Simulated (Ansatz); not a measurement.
## NbCu in Ansatz: the effect of target pressure

The system is NbCu.

```
Nb Cu
1.0
     0.00000    2.56221    2.56221
     2.56221    0.00000    2.56221
     2.56221    2.56221    0.00000
Nb Cu
1 1
Direct
  0.00000 0.00000 0.00000
  0.50000 0.50000 0.50000
```

The cell was built by a generator and needn't be a form met in nature.

Alike in all runs:

| Quantity | Value |
| --- | --- |
| Program | Ansatz 0.2.0 |
| Task | relaxation of cell and atoms |
| Functional | PBEsol |
| Potentials or basis | Ansatz PAW |
| Cutoff | 420 eV (not typed: the program's choice for these potentials) |
| k mesh | 9 × 9 × 9 |
| Occupations | fermi-dirac, width 0.05 eV |
| Spin | no spin polarisation |

Each run relaxes the cell or the atoms first.

```csv
target pressure,relaxed volume (Å³/atom)
0 GPa,16.17
2 GPa,15.97
5 GPa,15.71
10 GPa,15.30
20 GPa,14.63
30 GPa,?
```

What does the run with target pressure 30 GPa give?

Relaxed volume 14.08 Å³/atom.

Worked out: In Murnaghan's law V^(-B') rises as a straight line in P. The other rows fit best with B' = 3.9, V0 = 16.17 Å³/atom and B0 = 164 GPa, which gives 14.08 Å³/atom at 30 GPa, against the run's 14.08.

Caveats: the plane-wave basis is chosen anew once the cell has moved, so the energies of steps on either side of that aren't comparable; the PAW data sets come from PBE, with cores solved anew for the run's functional, which leaves a small shift of forces and pressure; the volume moved by over 15 % at a fixed basis, so the end points are rough (some runs).
